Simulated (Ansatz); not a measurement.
**Cr (Im-3m): equation of state**

One table from this session's results is given with a row withheld; the runs are named, their logs left out.

Computed with Ansatz 0.2.0 (DFT PBE, scalar-relativistic, plane waves, PAW, unless a step's input says otherwise).

## The system as given

It takes space group Im-3m (No. 229, cubic). The conventional cell has a = 2.866 Å, b = 2.866 Å, c = 2.866 Å, α = 90.00°, β = 90.00°, γ = 90.00°. Cr (site symmetry m-3m) has 8 Cr at 2.48 Å as nearest neighbours.

Structure file:

```
CELL_PARAMETERS angstrom
2.86643 0.00000 0.00000
0.00000 2.86643 0.00000
0.00000 0.00000 2.86643
ATOMIC_POSITIONS crystal
Cr 0.00000 0.00000 0.00000
Cr 0.50000 0.50000 0.50000
```

An earlier run at PBE left this cell at 11.776 Å³/atom and 0.02 GPa (16×16×16 mesh). The large moments point both ways and cancel.

Volume factors to run: 0.980, 1.020, 0.960, 1.040.

Set-up of the first run:

Input file input.yaml:

```yaml
crystal:
  lattice:
    - [2.8471920506, 0.0, 0.0]
    - [0.0, 2.8471920506, 0.0]
    - [0.0, 0.0, 2.8471920506]
  atoms:
    - { symbol: Cr, position: [0.0, 0.0, 0.0], spin: 1.13 }
    - { symbol: Cr, position: [0.5, 0.5, 0.5], spin: -1.13 }
basis:
  ecutwfc: 420
  ecutrho_ratio: 4
kpoints:
  mp_grid: { grid: [16, 16, 16] }
hamiltonian:
  xc: pbe
scf:
  occupations: { method: gaussian, width: 0.05 }
output:
  forces: true
  stress: true
  eigenvalues: true
  populations: true
magnetization:
  spin_polarized: true
```

Run with:

```
$ ansatz run input.yaml --threads 1 --pin off --max-ram 2560MiB --backend cpu --events-out ev --progress --plain --runs-dir out
```

Steps of the session up to this table: Scaling the volume by 0.980; Scaling the volume by 1.020; At 0.960 of the relaxed volume; At 1.040 of the relaxed volume.

One of the session's tables, all rows but one given; the rest of the session is left out.

It belongs to the step «The fit». 

| volume (Å³/atom) | energy (meV/atom) | pressure (GPa) | moment of atom 1 (μB) |
| --- | --- | --- | --- |
| 11.305 | 12.22 | 8.75 | 0.78 |
| 11.540 | 2.89 | 4.05 | 0.90 |
| 11.776 | 0.00 | 0.02 | 1.02 |
| 12.011 | ? | ? | ? |
| 12.247 | 9.69 | -6.29 | 1.28 |

Q: Estimate the row for volume (Å³/atom) = 12.011 from the others.

Worked estimate for «energy (meV/atom)». A straight line through the neighbours (11.776, 0.00) and (12.247, 9.69) gives 0.00 + (9.69 − 0.00) × (12.011 − 11.776) / (12.247 − 11.776) = 4.83; a parabola fitted to 3 rows on both sides gives 2.26.

As computed: energy (meV/atom): 2.55; pressure (GPa): -3.39; moment of atom 1 (μB): 1.15. In «energy (meV/atom)» the line misses by +2.28 and the parabola by -0.29.

Caveats from the session: Warnings in the runs' records: stability check not made.
